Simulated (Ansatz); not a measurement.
Crystal: MgGe2.

```
Ge Mg
1.0
     5.52149   -1.84985    0.00000
     5.52149    1.84985    0.00000
    -3.21762    0.00000    6.00777
Ge Mg
4 2
Direct
  0.52923 0.52923 0.29362
  0.47077 0.47077 0.70638
  0.88039 0.88039 0.98544
  0.11961 0.11961 0.01456
  0.81529 0.81529 0.34925
  0.18471 0.18471 0.65075
```

The cell comes from a database or a generator and needn't be the stable form of this composition.

Base run:

```yaml
Program: Ansatz 0.2.0
Functional: RPBE
Potentials_or_basis: Ansatz PAW
Cutoff: 420 eV
Density_cutoff: 1680 eV
k_mesh: 8 × 8 × 5
Occupations: fermi-dirac, width 0.05 eV
Spin: no spin polarisation
```

Its results: band gap on the k mesh none (metal or under the smearing width); pressure 1.1 GPa; largest force 0.133 eV/Å.

After a change of settings the same cell gave: band gap on the k mesh none (metal or under the smearing width); pressure -2.7 GPa; largest force 0.156 eV/Å. Which change was it?
A. functional from RPBE to PBEsol; spin from no spin polarisation to spin-orbit coupling, no magnetisation; potential files from those of the base run to others of the same set
B. functional from RPBE to PBE
C. functional from RPBE to BLYP
D. functional from RPBE to LDA

A.

Caveats: the PAW data sets come from PBE, with cores solved anew for the run's functional, which leaves a small shift of forces and pressure; the potentials were made for another functional, which shifts forces and pressure (some runs); the density of states is complete only up to the lowest level of the last band computed (some runs).

Not every run made on this cell is shown here.
